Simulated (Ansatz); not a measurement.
# Cl2H5NSi2: one species, many methods

The task here is to estimate one member of a computed series from the others.

Method: functionals in def2-TZVPP, the program's frozen cores in correlated methods; program: Ansatz 0.2.0, Gaussian basis.

Plan: LDA (SPW92), PBE-D4, revPBE-D4, BLYP-D4, r2SCAN-D4, B97M-V, PBE0-D4, B3LYP-D4, r2SCANh-D4, r2SCAN0-D4, HSE06-D4, BHLYP-D4, CAM-B3LYP-D4, LC-ωPBE, ωB97X-V, ωB97M-V, B2PLYP, PBE-QIDH; CCSD(T)/def2-SVP; CCSD(T)/def2-TZVPP; MP2/def2-QZVPP; extrapolation to the limit; RPA on PBE.

## Structure used throughout

The geometry comes from an earlier relaxation with PBE0-D4 in a triple-zeta def2 set; it is a stationary point, not always the lowest conformer.

10 atoms, charge 0, spin multiplicity 1.

Atoms are counted from 1 here; the program's logs count them from 0.

Bond lengths: Si1–N2 1.736 Å, Si1–H6 1.486 Å, Si1–H7 1.483 Å, Si1–H8 1.486 Å, N2–Si3 1.697 Å, N2–H9 1.012 Å, Si3–Cl4 2.045 Å, Si3–Cl5 2.049 Å, Si3–H10 1.471 Å. Angles: N2–Si1–H6 111.5°, N2–Si1–H7 106.7°, N2–Si1–H8 110.6°, H6–Si1–H7 109.7°, H6–Si1–H8 108.1°, H7–Si1–H8 110.1°, Si1–N2–Si3 128.0°, Si1–N2–H9 116.2°, Si3–N2–H9 115.7°, N2–Si3–Cl4 110.1°, N2–Si3–Cl5 112.6°, N2–Si3–H10 109.5°, Cl4–Si3–Cl5 106.4°, Cl4–Si3–H10 110.0°, Cl5–Si3–H10 108.2°.

Coordinates:

```xyz
10
charge 0, multiplicity 1
Si   -0.4326    1.5427   -0.2082
N     0.5955    0.1637    0.0252
Si    0.1449   -1.4692    0.1252
Cl    1.4489   -2.6238   -0.9469
Cl    0.1883   -2.1802    2.0462
H    -0.4463    2.4217    0.9901
H    -1.7970    1.0199   -0.4606
H     0.0288    2.3496   -1.3674
H     1.5736    0.3596    0.1951
H    -1.2208   -1.6351   -0.3958
```

Set-up of the first run:

in.yaml

```yaml
crystal:
  periodic: [false, false, false]
  atoms:
    - {symbol: Si, position_ang: [-0.432643, 1.542715, -0.208233]}
    - {symbol: N, position_ang: [0.595494, 0.163666, 0.025153]}
    - {symbol: Si, position_ang: [0.144941, -1.469159, 0.125151]}
    - {symbol: Cl, position_ang: [1.448910, -2.623765, -0.946914]}
    - {symbol: Cl, position_ang: [0.188259, -2.180232, 2.046223]}
    - {symbol: H, position_ang: [-0.446328, 2.421739, 0.990059]}
    - {symbol: H, position_ang: [-1.797040, 1.019851, -0.460608]}
    - {symbol: H, position_ang: [0.028779, 2.349561, -1.367353]}
    - {symbol: H, position_ang: [1.573581, 0.359590, 0.195084]}
    - {symbol: H, position_ang: [-1.220850, -1.635068, -0.395762]}
basis:
  gaussian: {orbitals: def2-TZVPP}
hamiltonian: {xc: lda}
output: {orbitals: {seedname: orbitals}}
```

Among the steps run: LDA; PBE-D4 (GGA); revPBE-D4 (GGA); BLYP-D4 (GGA); r2SCAN-D4 (meta-GGA); B97M-V (meta-GGA); PBE0-D4 (hybrid); B3LYP-D4 (hybrid); r2SCANh-D4 (hybrid); r2SCAN0-D4 (hybrid); HSE06-D4 (hybrid); BHLYP-D4 (hybrid); CAM-B3LYP-D4 (range-separated); LC-ωPBE-D4 (range-separated; the results give it without D4); ωB97X-V (range-separated); ωB97M-V (range-separated); B2PLYP (double hybrid); PBE-QIDH (double hybrid).

One of the session's tables, all rows but one given; the rest of the session is left out.

It belongs to the step «Orbital energies across the functionals». 

```
  functional  HOMO (eV)  gap (eV)
 LDA (SPW92)      -6.92      5.76
      PBE-D4          ?         ?
   revPBE-D4      -6.74      5.94
     BLYP-D4      -6.64      5.87
   r2SCAN-D4      -7.11      6.63
      B97M-V      -7.24      6.49
     PBE0-D4      -8.15      8.09
    B3LYP-D4      -7.90      7.63
  r2SCANh-D4      -7.62      7.41
  r2SCAN0-D4      -8.38      8.58
    HSE06-D4      -7.75      7.32
    BHLYP-D4      -9.42     10.18
CAM-B3LYP-D4      -9.52     10.41
     LC-ωPBE     -10.92     13.00
     ωB97X-V     -10.55     12.46
     ωB97M-V     -10.43     11.98
```

Q: Estimate the row for PBE-D4 from the others.

The run gave: HOMO (eV): -6.79; gap (eV): 5.88. In the column «HOMO (eV)» it lies between LDA (SPW92) (-6.92) and revPBE-D4 (-6.74).
